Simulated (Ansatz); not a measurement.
**CH3BiCl2: how energies converge with the basis set**

The task here is to estimate one member of a computed series from the others.

The runs use Ansatz 0.2.0, Gaussian basis; one geometry, several basis sets.

Levels to be run: PBE0-D4/def2-SVP; ωB97M-V/def2-SVP; PBE0-D4/def2-QZVPP; ωB97M-V/def2-QZVPP; the functionals' def2-TZVPP values are taken from earlier runs.

## The relaxed structure

An earlier PBE0-D4 in a triple-zeta def2 set relaxation fixed the geometry. Bi takes the def2 core potential; no spin-orbit term is included.

7 atoms, charge 0, spin multiplicity 1.

Atoms are counted from 1 here; the program's logs count them from 0.

Bond lengths: C1–Bi2 2.231 Å, C1–H5 1.090 Å, C1–H6 1.090 Å, C1–H7 1.089 Å, Bi2–Cl3 2.443 Å, Bi2–Cl4 2.443 Å. Angles: Bi2–C1–H5 109.0°, Bi2–C1–H6 109.0°, Bi2–C1–H7 107.2°, H5–C1–H6 110.6°, H5–C1–H7 110.4°, H6–C1–H7 110.4°, C1–Bi2–Cl3 93.2°, C1–Bi2–Cl4 93.2°, Cl3–Bi2–Cl4 99.2°.

The first run:

Contents of in.yaml:

```yaml
crystal:
  periodic: [false, false, false]
  atoms:
    - {symbol: C, position_ang: [-0.255273, 0.907938, -0.117636]}
    - {symbol: Bi, position_ang: [-0.435862, -1.084507, 0.869604]}
    - {symbol: Cl, position_ang: [1.965944, -1.249814, 1.283312]}
    - {symbol: Cl, position_ang: [-0.548022, -2.280458, -1.257430]}
    - {symbol: H, position_ang: [-1.204366, 1.156129, -0.593869]}
    - {symbol: H, position_ang: [0.004748, 1.654842, 0.633170]}
    - {symbol: H, position_ang: [0.534132, 0.827871, -0.862952]}
basis:
  gaussian: {orbitals: def2-SVP}
hamiltonian: {xc: pbe0, dispersion: d4}
output: {orbitals: {seedname: orbitals}}
```

Among the steps run: PBE0-D4 in def2-SVP; ωB97M-V in def2-SVP; PBE0-D4 in def2-QZVPP; ωB97M-V in def2-QZVPP.

One table of the session follows, with a row left open; its other results are not shown here.

It belongs to the step «Functionals by basis». 

| functional | basis | HOMO (eV) | LUMO (eV) |
| --- | --- | --- | --- |
| PBE0-D4 | def2-SVP | -7.57 | -1.62 |
| PBE0-D4 | def2-TZVPP | -7.72 | -1.80 |
| PBE0-D4 | def2-QZVPP | ? | ? |
| ωB97M-V | def2-SVP | -9.59 | 0.29 |
| ωB97M-V | def2-TZVPP | -9.78 | -0.02 |
| ωB97M-V | def2-QZVPP | -9.82 | -0.21 |

Q: Estimate the row for PBE0-D4, def2-QZVPP from the others.

As computed: HOMO (eV): -7.75; LUMO (eV): -1.90. In the column «HOMO (eV)» it lies between ωB97M-V, def2-SVP (-9.59) and PBE0-D4, def2-TZVPP (-7.72).
